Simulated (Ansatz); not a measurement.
The system is Ta4O.

```
Ta O
1.0
     3.25750    0.00000    0.00000
     0.00000    3.25750    0.00000
     0.00000    0.00000    7.40934
Ta O
4 1
Direct
  0.00000 0.00000 0.00000
  0.50000 0.50000 0.21684
  0.50000 0.50000 0.78316
  0.00000 0.00000 0.50000
  0.50000 0.50000 0.50000
```

The cell comes from a database or a generator and needn't be the stable form of this composition.

```yaml
Program: Ansatz 0.2.0
Task: relaxation of cell and atoms
Functional: r2SCAN
Potentials_or_basis: Ansatz PAW
Cutoff: "500 eV (not typed: the program's choice for these potentials)"
k_mesh: 8 × 8 × 4
Occupations: fermi-dirac, width 0.05 eV
Spin: no spin polarisation
```

At the start: volume 15.72 Å³/atom.

Q: How do energy, volume and symmetry change on relaxing?

A: It ends after 6 steps and the volume is 15.42 Å³/atom (-1.9 %); space group P4/mmm (No. 123, to 0.05 Å).

The path:
```tsv
step	energy change (eV)	largest force (eV/Å)	volume (Å³)
1	0.0000	0.1514	78.62
2	-0.0256	0.0697	77.13
3	-0.0269	0.0539	77.00
4	-0.0270	0.0171	77.12
5	-0.0270	0.0001	77.11
6	-0.0263	0.0000	77.11
```

Final structure:
```yaml
crystal:
  lattice:
    - [3.24493, 0.00000, 0.00000]
    - [0.00000, 3.24493, 0.00000]
    - [0.00000, 0.00000, 7.32291]
  atoms:
    - { symbol: Ta, position: [0.00000, 0.00000, 0.00000] }
    - { symbol: Ta, position: [0.50000, 0.50000, 0.21699] }
    - { symbol: Ta, position: [0.50000, 0.50000, 0.78301] }
    - { symbol: Ta, position: [0.00000, 0.00000, 0.50000] }
    - { symbol: O, position: [0.50000, 0.50000, 0.50000] }
```

Caveat: the plane-wave basis is chosen anew once the cell has moved, so the energies of steps on either side of that aren't comparable; the PAW data sets come from PBE, with cores solved anew for the run's functional, which leaves a small shift of forces and pressure.
